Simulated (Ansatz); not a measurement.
**NaHF2: response to strain**

Aim: deform NaHF2 (equal xx and yy strain of -2 %) and compute stress, forces and field gradients with LAPW, PAW and all-electron datasets made for the crystal.

Computed with Ansatz 0.2.0 (DFT LDA, scalar-relativistic, unless a step's input says otherwise).

## (1) The system as given

The structure is trigonal, space group R-3m (No. 166). Conventional cell: a = 3.457 Å, b = 3.457 Å, c = 13.917 Å, α = 90.00°, β = 90.00°, γ = 120.00°. Na (site symmetry -3m) has 6 F at 2.26 Å in its first shell of neighbours. H (site symmetry -3m) has 2 F at 1.25 Å in its first shell of neighbours. F (site symmetry 3m) has 1 H at 1.25 Å in its first shell of neighbours.

Coordinates:

```
CELL_PARAMETERS angstrom
1.72845 0.99792 4.63887
-1.72845 0.99792 4.63887
0.00000 -1.99584 4.63887
ATOMIC_POSITIONS crystal
Na 0.00000 0.00000 0.00000
H 0.50000 0.50000 0.50000
F 0.41000 0.41000 0.41000
F 0.59000 0.59000 0.59000
```

Atoms are numbered in the order of the input: Na1, H2, F3, F4.

## (2) The deformed structure

Space group R-3m before, R-3m after.

## (3) All-electron LAPW

Contents of input.yaml:

```yaml
crystal:
  lattice:
    - [1.6938763128, 0.9779599452, 4.6388706988]
    - [-1.6938763128, 0.9779599452, 4.6388706988]
    - [0.0, -1.9559198903, 4.6388706988]
  atoms:
    - { symbol: Na, position: [0.0, 0.0, 0.0] }
    - { symbol: H, position: [0.5, 0.5, 0.5] }
    - { symbol: F, position: [0.41, 0.41, 0.41] }
    - { symbol: F, position: [0.59, 0.59, 0.59] }
kpoints:
  mp_grid: { grid: [10, 10, 10] }
  band_path:
    path:
      - [0.0, 0.0, 0.0]
      - [0.5, 0.5, 0.5]
      - [0.8037036956, 0.1962963044, 0.5]
      - [0.5, -0.1962963044, 0.1962963044]
      - [0.5, 0.0, 0.0]
      - [0.0, 0.0, 0.0]
      - [0.3481481522, -0.3481481522, 0.0]
      - [0.6518518478, 0.0, 0.3481481522]
      - [0.5, 0.0, 0.5]
    npoints: 5
scf:
  occupations: { method: fermi_dirac, width: 0.02 }
hamiltonian:
  xc: lda
  pseudopotentials: { kind: all_electron, lapw: { basis_error: 0.001 } }
output:
  forces: true
  stress: true
  eigenvalues: true
```

The run is started by

```
> ansatz run input.yaml --threads 1 --pin off --max-ram 4096MiB --backend cpu --events-out ev --progress --plain --runs-dir out
```

## (4) Frozen-core PAW

Contents of input.yaml:

```yaml
crystal:
  lattice:
    - [1.6938763128, 0.9779599452, 4.6388706988]
    - [-1.6938763128, 0.9779599452, 4.6388706988]
    - [0.0, -1.9559198903, 4.6388706988]
  atoms:
    - { symbol: Na, position: [0.0, 0.0, 0.0] }
    - { symbol: H, position: [0.5, 0.5, 0.5] }
    - { symbol: F, position: [0.41, 0.41, 0.41] }
    - { symbol: F, position: [0.59, 0.59, 0.59] }
kpoints:
  mp_grid: { grid: [10, 10, 10] }
scf:
  occupations: { method: fermi_dirac, width: 0.02 }
hamiltonian:
  xc: lda
  pseudopotentials: { kind: paw }
output:
  forces: true
  stress: true
  eigenvalues: true
  efg: { contact_densities: true }
```

## (5) All-electron PAW on datasets made for the crystal

Edit input.yaml of step 4 so:

```diff
@@ -16,3 +16,3 @@
   xc: lda
-  pseudopotentials: { kind: paw }
+  pseudopotentials: { kind: all_electron, datasets: crystal }
 output:
```

(Steps that only read results are left out.)

What does the calculation give? Wanted: pressure; largest shear or deviatoric stress.

**Answer**, as computed:

| quantity | value |
| --- | --- |
| pressure | LAPW -5.96, PAW -6.02, crystal datasets -5.96 GPa |
| largest shear or deviatoric stress (LAPW) | 12.19 GPa |

In words: The largest part of the stress beyond the pressure is 12.19 GPa in size, in the zz component; the atoms are carried along and not relaxed. No run of the undeformed cell stands beside it, so pressure and stress hold what the given cell had before the change, as far as its symmetry allows. PAW: stress within 0.11 GPa of LAPW, forces within 9 meV/Å. Crystal datasets: stress within 0.01 GPa of LAPW, forces within 1 meV/Å.
